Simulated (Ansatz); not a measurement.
# H₅O₂PSi: up Jacob's ladder to CCSD(T)

An exercise on one series of results from a longer session: the logs are not shown, and one member is left open.

The runs use Ansatz 0.2.0, Gaussian basis; functionals in def2-TZVPP, the program's frozen cores in correlated methods.

The runs, in order: LDA (SPW92), PBE-D4, revPBE-D4, BLYP-D4, r2SCAN-D4, B97M-V, PBE0-D4, B3LYP-D4, r2SCANh-D4, r2SCAN0-D4, HSE06-D4, BHLYP-D4, CAM-B3LYP-D4, LC-ωPBE, ωB97X-V, ωB97M-V, B2PLYP, PBE-QIDH; CCSD(T)/def2-SVP; CCSD(T)/def2-TZVPP; MP2/def2-QZVPP; extrapolation to the limit; RPA on PBE.

## The geometry

All runs share one geometry, relaxed beforehand with PBE0-D4 in a triple-zeta def2 set.

SMILES `O[SiH2]OP`, 9 atoms, charge 0, spin multiplicity 1.

Atoms are counted from 1 here; the program's logs count them from 0.

Bond lengths: O1–Si2 1.637 Å, O1–H5 0.958 Å, Si2–O3 1.647 Å, Si2–H6 1.486 Å, Si2–H7 1.473 Å, O3–P4 1.646 Å, P4–H8 1.424 Å, P4–H9 1.424 Å. Angles: Si2–O1–H5 118.2°, O1–Si2–O3 112.6°, O1–Si2–H6 109.8°, O1–Si2–H7 106.9°, O3–Si2–H6 108.4°, O3–Si2–H7 105.8°, H6–Si2–H7 113.3°, Si2–O3–P4 125.8°, O3–P4–H8 98.7°, O3–P4–H9 98.7°, H8–P4–H9 92.2°.

The first run:

File in.yaml:

```yaml
crystal:
  periodic: [false, false, false]
  atoms:
    - {symbol: O, position_ang: [-0.307899, 1.144280, -1.642907]}
    - {symbol: Si, position_ang: [0.817663, 0.561951, -0.606418]}
    - {symbol: O, position_ang: [0.302435, -0.778051, 0.201775]}
    - {symbol: P, position_ang: [-0.942202, -0.834855, 1.277569]}
    - {symbol: H, position_ang: [-0.998706, 1.706859, -1.290590]}
    - {symbol: H, position_ang: [1.170561, 1.605264, 0.391284]}
    - {symbol: H, position_ang: [1.964493, 0.123467, -1.421101]}
    - {symbol: H, position_ang: [-0.305873, -1.590906, 2.302551]}
    - {symbol: H, position_ang: [-1.611970, -1.984309, 0.770637]}
basis:
  gaussian: {orbitals: def2-TZVPP}
hamiltonian: {xc: lda}
output: {orbitals: {seedname: orbitals}}
```

Command:

```
> ansatz run in.yaml --threads 2 --pin off --events-out ev --progress --plain --max-ram 4352MiB
```

Among the steps run: LDA; PBE-D4 (GGA); revPBE-D4 (GGA); BLYP-D4 (GGA); r2SCAN-D4 (meta-GGA); B97M-V (meta-GGA); B3LYP-D4 (hybrid); r2SCANh-D4 (hybrid); r2SCAN0-D4 (hybrid); HSE06-D4 (hybrid); BHLYP-D4 (hybrid); CAM-B3LYP-D4 (range-separated); LC-ωPBE (range-separated); ωB97X-V (range-separated); ωB97M-V (range-separated); B2PLYP (double hybrid); PBE-QIDH (double hybrid).

One of the session's tables, all rows but one given; the rest of the session is left out.

It belongs to the step «Frontier levels by functional». 

| functional | HOMO (eV) | gap (eV) |
| --- | --- | --- |
| LDA (SPW92) | -6.16 | 4.63 |
| PBE-D4 | -6.06 | 4.78 |
| revPBE-D4 | -6.02 | 4.85 |
| BLYP-D4 | -5.96 | 4.82 |
| r2SCAN-D4 | ? | ? |
| B97M-V | -6.45 | 5.39 |
| PBE0-D4 | -7.30 | 6.96 |
| B3LYP-D4 | -7.11 | 6.54 |
| r2SCANh-D4 | -6.78 | 6.13 |
| r2SCAN0-D4 | -7.47 | 7.31 |
| HSE06-D4 | -6.90 | 6.18 |
| BHLYP-D4 | -8.45 | 9.07 |
| CAM-B3LYP-D4 | -8.67 | 9.39 |
| LC-ωPBE | -10.01 | 11.95 |
| ωB97X-V | -9.67 | 11.45 |
| ωB97M-V | -9.54 | 11.06 |

**Question.** Estimate the row for r2SCAN-D4.

Worked estimate for «HOMO (eV)». Against the share of exact exchange, r2SCANh-D4 (0.1, -6.78), r2SCAN0-D4 (0.25, -7.47) give a slope of -4.60 per unit share; at 0 the line stands at -6.32.

The run gave: HOMO (eV): -6.32; gap (eV): 5.34. In «HOMO (eV)» the line misses by 0.00.
